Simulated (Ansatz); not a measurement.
Predict the output of the script below (the Ansatz DFT code, driven from Python).

The script reads `ch4gese.xyz`:
```text
7

C    -0.59730   -0.28180   -0.64280
Ge    0.67580    0.40890    0.55660
Se   -0.60880   -1.65840    0.60150
H    -1.51840    0.35110   -0.62700
H    -0.23600   -0.51630   -1.66740
H     0.17100    1.44100    1.61310
H     2.17490    0.18740    0.12040
```

Script `ch4gese_adiabatic.py`:
```python
"""How CH4GeSe relaxes after losing an electron."""

import warnings

import ansatz as az
import numpy as np

warnings.simplefilter("ignore", az.DeckWarning)

system = az.Crystal.molecule_from_extxyz("ch4gese.xyz")

model = (
    system.calculation()
    .basis(gaussian="def2-SVP")
    .functional("PBE", dispersion="d4")
    .accuracy("medium")
)
symbols = [site.symbol for site in system.cartesian_sites]
start = np.array([site.position_ang for site in system.cartesian_sites], dtype=float)
summary = model.relax(force_tolerance=0.01).run(threads=1, backend="cpu").report
end = np.array(summary["positions_ang"])

minimum = az.Crystal.molecule()
for symbol, place in zip(symbols, end):
    minimum = minimum.atom(symbol, place.tolist())
ion = (
    minimum.calculation()
    .basis(gaussian="def2-SVP")
    .functional("PBE", dispersion="d4")
    .accuracy("medium")
    .charge(1)
    .spin("collinear", total=1)
)
vertical = ion.run(threads=1, backend="cpu").report
settled = ion.relax(force_tolerance=0.01, max_steps=80).run(threads=1, backend="cpu").report
print(f"vertical ionisation energy   {vertical['free_energy_ev'] - summary['free_energy_ev']:.3f} eV")
print(f"adiabatic, no zero point     {settled['free_energy_ev'] - summary['free_energy_ev']:.3f} eV")
print(f"relaxation energy of the ion {vertical['free_energy_ev'] - settled['free_energy_ev']:.3f} eV")
ionised = np.array(settled["positions_ang"])
print("final positions (A) and the move of each atom")
for symbol, xyz, old in zip(symbols, ionised, end):
    print(f"{symbol:2s} {xyz[0]:10.5f} {xyz[1]:10.5f} {xyz[2]:10.5f}   {np.linalg.norm(xyz - old):7.4f}")
```

```console
$ python ch4gese_adiabatic.py
vertical ionisation energy   8.496 eV
adiabatic, no zero point     8.298 eV
relaxation energy of the ion 0.198 eV
final positions (A) and the move of each atom
C    -0.62114   -0.18827   -0.70162    0.0350
Ge    0.72378    0.50953    0.51201    0.1976
Se   -0.54743   -1.64875    0.64628    0.0374
H    -1.62847    0.27522   -0.72466    0.0441
H    -0.31465   -0.55954   -1.70075    0.0427
H     0.25744    1.38609    1.68043    0.0882
H     2.19166    0.15761    0.24271    0.0902
```

Notes:
- These settings explore the input space; basis and method may be short of convergence.
- The energies are electronic: no zero-point or thermal terms, and the basis set is short of its limit. The product may relax into another structure. Each relaxation finds its nearest minimum, which needn't be the lowest.
- Run time: 57 s on 1 thread of Arm Neoverse V2 (shared host), peak memory 0.29 GiB.
